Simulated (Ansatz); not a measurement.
# Ti3SiPd2: the cost of one run

Method: DFT PBE, scalar-relativistic, plane waves, PAW, unless a step names another level, in Ansatz 0.2.0.

13 further runs of the same task are left out: 3 that didn't finish, 10 set aside as unsound or not needed.

## Step 1: The formula and the candidates

Pauling electronegativities: Ti 1.54, Si 1.90, Pd 2.20 (spread 0.66). No set of common oxidation states balances it. Tabulated atomic sizes suggest about 14 Å³/atom. 20 candidates were drawn, by swapping species into database cells of other compounds, at random by space group and Wyckoff sites, or by hand, as the table says:

```
name                                                                                made from  space group no.                    Wyckoff sites  atoms (primitive cell)  V (Å³/atom)
 c01                                                                                   random              123          Ti 1d, 2e; Si 1c; Pd 2g                       6         15.8
 c02                                                                database cell of MgSc3Ru2              123          Ti 1a, 2g; Si 1d; Pd 2h                       6         16.8
 c03                                                                database cell of Sn2GeTe3              164          Ti 2d, 1a; Si 1b; Pd 2d                       6         15.2
 c04                                              built by hand: Mg2Ni3Si (ordered C15 Laves)              166              Ti 9e; Si 3b; Pd 6c                       6         13.9
 c05                                                                database cell of LaNi3Rh2               65          Ti 4i, 2d; Si 2b; Pd 4f                       6         15.2
 c06                                                                database cell of La2Al3Ge              187      Ti 1b, 1c, 1d; Si 1a; Pd 2i                       6         17.0
 c07                                                                database cell of Mg3HgAu2              123          Ti 2h, 1d; Si 1a; Pd 2g                       6         13.7
 c08                                        built by hand: B19 (AuCd) tripled ordered variant               51          Ti 4k, 2e; Si 2f; Pd 4k                      12         14.0
 c09                                                                 database cell of CeB2Rh3              191              Ti 3g; Si 1a; Pd 2c                       6         13.5
 c10                                                                                   random              123          Ti 2e, 1c; Si 1b; Pd 2g                       6         15.5
 c11                                      built by hand: Ordered C14 Laves (MgZn2 derivative)              194              Ti 6h; Si 2a; Pd 4f                      12         13.9
 c12                                       built by hand: B2-derived tripled CsCl, tetragonal              123          Ti 2h, 1d; Si 1a; Pd 2g                       6         13.9
 c13                                                                                   random              123          Ti 2h, 1a; Si 1b; Pd 2e                       6         16.8
 c14  built by hand: B2-derived ordered TiPd, trigonal (Al3Ni2-like metric without vacancies)              164          Ti 2d, 1b; Si 1a; Pd 2d                       6         13.9
 c15                                                                                   random              191              Ti 3f; Si 1a; Pd 2d                       6         15.3
 c16                                                                database cell of Li3SmBi2              164          Ti 2d, 1b; Si 1a; Pd 2d                       6         16.6
 c17                                                                                   random              191              Ti 3g; Si 1b; Pd 2c                       6         17.7
 c18                                                                 database cell of AlSi3W2               99  Ti 1a, 1a, 1b; Si 1b; Pd 1a, 1b                       6         12.6
 c19                                                                                   random              191          Ti 2e, 1a; Si 1b; Pd 2d                       6         16.6
 c20                                                                database cell of Li3Tl2Cd              123          Ti 2g, 1b; Si 1c; Pd 2h                       6         14.0
```

## Step 2: Screening run of c07

File input.yaml:

```yaml
crystal:
  lattice:
    - [2.99106804, 0.0, 0.0]
    - [0.0, 2.99106804, 0.0]
    - [0.0, 0.0, 9.167721]
  atoms:
    - { symbol: Ti, position: [0.5, 0.5, 0.1817286] }
    - { symbol: Ti, position: [0.5, 0.5, 0.5] }
    - { symbol: Ti, position: [0.5, 0.5, 0.8182714] }
    - { symbol: Si, position: [0.0, 0.0, 0.0] }
    - { symbol: Pd, position: [0.0, 0.0, 0.3392778] }
    - { symbol: Pd, position: [0.0, 0.0, 0.6607222] }
basis:
  ecutwfc: 420
kpoints:
  mp_grid: { grid: [5, 5, 2] }
hamiltonian:
  xc: pbe
scf:
  occupations: { method: gaussian, width: 0.2 }
  lower_state_search: "off"
output:
  forces: true
  stress: true
  eigenvalues: true
relax:
  adjacent_minimum: "off"
  f_tol: 0.08
  max_steps: 16
  cell: { stress_tol: 0.8 }
```

Command:

```bash
$ ansatz run input.yaml --threads 1 --pin off --max-ram 2560MiB --backend cpu --events-out ev --progress --plain --runs-dir out
```

**Question.** How long does this run take on 1 thread of Intel Xeon 6975P-C (Granite Rapids), shared host, and how much memory does it need?

About 24 s, with a peak of 0.45 GiB.
